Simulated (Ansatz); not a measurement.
ZrTiN2, space group P4/mmm, cell relaxations under several functionals

With the Ansatz DFT code, driven from Python.

At the Python prompt:
```pycon
>>> import ansatz
>>> import numpy as np
>>> def edges_and_angles(cell):
...     cell = np.asarray(cell)
...     a, b, c = np.linalg.norm(cell, axis=1)
...     cosines = cell[1] @ cell[2] / (b * c), cell[0] @ cell[2] / (a * c), cell[0] @ cell[1] / (a * b)
...     return (a, b, c, *np.degrees(np.arccos(cosines)))
...
>>> crystal = (
...     ansatz.Lattice.of((3.158743, 0.0, 0.0), (0.0, 3.158743, 0.0), (0.0, 0.0, 4.459663))
...     .atom("Zr", (0.0, 0.0, 0.0))
...     .atom("Ti", (0.5, 0.5, 0.5))
...     .atom("N", (0.0, 0.0, 0.5))
...     .atom("N", (0.5, 0.5, 0.0))
... )
>>> setup = crystal.calculation()
>>> setup = setup.occupations("Marzari-Vanderbilt").kpoints(length=24)
>>> setup = setup.relax(cell=True, force_tolerance=0.005, max_steps=60)
>>> levels = [("pbesol", "none"), ("blyp", "d3bj"), ("lda", "none")]
>>> print("level            a       b       c    alpha   beta  gamma  V/atom  steps")
level            a       b       c    alpha   beta  gamma  V/atom  steps
>>> for name, dispersion in levels:
...     seen = []
...     run = setup.functional(name, dispersion=dispersion).session().plan()
...     res = run.execute(on_event=lambda e: seen.append(e) if e["event"] == "relax_step" else None)
...     cell = res.lattice.cell_ang
...     label = name if dispersion == "none" else f"{name}+{dispersion}"
...     print("{:13s} {:7.4f} {:7.4f} {:7.4f} {:6.2f} {:6.2f} {:6.2f}".format(label, *edges_and_angles(cell)), f"{abs(np.linalg.det(cell)) / len(res.lattice.sites):7.3f} {len(seen):5d}")
...
DeckWarning: basis.ecutwfc = 420 eV, auto-derived from the records' recommended cutoffs: set by Zr (normal level)
pbesol         3.1276  3.1276  4.3719  90.00  90.00  90.00  10.691     8
blyp+d3bj      3.1299  3.1299  4.3780  90.00  90.00  90.00  10.722     8
lda            3.1062  3.1062  4.3427  90.00  90.00  90.00  10.475     8
```

From smallest to largest: LDA (10.47 Å³ an atom, -5.8 % against the start), PBEsol (10.69 Å³ an atom, -3.9 % against the start) and BLYP+D3BJ (10.72 Å³ an atom, -3.6 % against the start). The spread is 2.4 % in volume.

Reading the output:
- The run is spin-unpolarised.
- Forces vanish by symmetry, so the ions can't move, and the end may be a saddle.
- BLYP and dispersion corrections can be off by several per cent in the lattices of metals, and by several GPa in the pressure at a fixed cell.
- For a metal this k-point mesh is coarse: on a finer one energies can move by several to tens of meV an atom and pressures by half a GPa or more, differences at one mesh by less.
- This cell is a computed structure, which may not be the phase found in nature.
- Warnings are shown shortened and without file and line.
- The whole script took 40 s on 1 thread of Arm Neoverse V2, with other jobs on the host, peak memory 0.46 GiB.
